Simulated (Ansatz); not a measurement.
# ClH7N2Si2: small, medium and large basis sets

The task here is to estimate one member of a computed series from the others.

The runs use Ansatz 0.2.0, Gaussian basis; one geometry, several basis sets.

Levels to be run: PBE0-D4/def2-SVP; ωB97M-V/def2-SVP; PBE0-D4/def2-QZVPP; ωB97M-V/def2-QZVPP; the functionals' def2-TZVPP values are taken from earlier runs.

## The geometry

An earlier PBE0-D4 in a triple-zeta def2 set relaxation fixed the geometry.

SMILES `N[SiH2][SiH](N)Cl`, 12 atoms, charge 0, spin multiplicity 1.

Atoms are counted from 1 here; the program's logs count them from 0.

Bond lengths: N1–Si2 1.727 Å, N1–H6 1.009 Å, N1–H7 1.008 Å, Si2–Si3 2.336 Å, Si2–H8 1.488 Å, Si2–H9 1.495 Å, Si3–N4 1.704 Å, Si3–Cl5 2.098 Å, Si3–H10 1.482 Å, N4–H11 1.008 Å, N4–H12 1.008 Å. Angles: Si2–N1–H6 117.8°, Si2–N1–H7 119.6°, H6–N1–H7 110.5°, N1–Si2–Si3 104.0°, N1–Si2–H8 107.6°, N1–Si2–H9 116.4°, Si3–Si2–H8 112.2°, Si3–Si2–H9 109.4°, H8–Si2–H9 107.2°, Si2–Si3–N4 109.2°, Si2–Si3–Cl5 103.6°, Si2–Si3–H10 117.8°, N4–Si3–Cl5 114.0°, N4–Si3–H10 108.0°, Cl5–Si3–H10 104.5°, Si3–N4–H11 119.3°, Si3–N4–H12 121.2°, H11–N4–H12 111.5°.

The first run:

File in.yaml:

```yaml
crystal:
  periodic: [false, false, false]
  atoms:
    - {symbol: N, position_ang: [-0.599155, 1.129218, 1.492133]}
    - {symbol: Si, position_ang: [-0.942938, 0.959388, -0.191760]}
    - {symbol: Si, position_ang: [0.705499, -0.506516, -0.961046]}
    - {symbol: N, position_ang: [0.488230, -2.029672, -0.227651]}
    - {symbol: Cl, position_ang: [2.497937, 0.446039, -0.431695]}
    - {symbol: H, position_ang: [0.337768, 1.394864, 1.756502]}
    - {symbol: H, position_ang: [-1.275481, 1.568122, 2.097340]}
    - {symbol: H, position_ang: [-2.309907, 0.385110, -0.315807]}
    - {symbol: H, position_ang: [-0.913993, 2.213036, -1.006440]}
    - {symbol: H, position_ang: [0.814924, -0.715554, -2.424559]}
    - {symbol: H, position_ang: [0.226914, -2.075726, 0.744797]}
    - {symbol: H, position_ang: [1.047103, -2.823409, -0.497813]}
basis:
  gaussian: {orbitals: def2-SVP}
hamiltonian: {xc: pbe0, dispersion: d4}
output: {orbitals: {seedname: orbitals}}
```

Started as:

```bash
$ ansatz run in.yaml --threads 4 --pin off --events-out ev --progress --plain --max-ram 10444MiB
```

Among the steps run: PBE0-D4 in def2-SVP; ωB97M-V in def2-SVP; PBE0-D4 in def2-QZVPP; ωB97M-V in def2-QZVPP.

One of the session's tables, all rows but one given; the rest of the session is left out.

It belongs to the step «Density functionals: the series». 

```
functional       basis  HOMO (eV)  LUMO (eV)
   PBE0-D4    def2-SVP          ?          ?
   PBE0-D4  def2-TZVPP      -7.31      -0.32
   PBE0-D4  def2-QZVPP      -7.35      -0.48
   ωB97M-V    def2-SVP      -9.26       2.05
   ωB97M-V  def2-TZVPP      -9.49       1.33
   ωB97M-V  def2-QZVPP      -9.54       1.03
```

Estimate the missing values for PBE0-D4, def2-SVP.

**Answer.** HOMO (eV): -7.09; LUMO (eV): 0.20. In the column «HOMO (eV)» it is the highest.
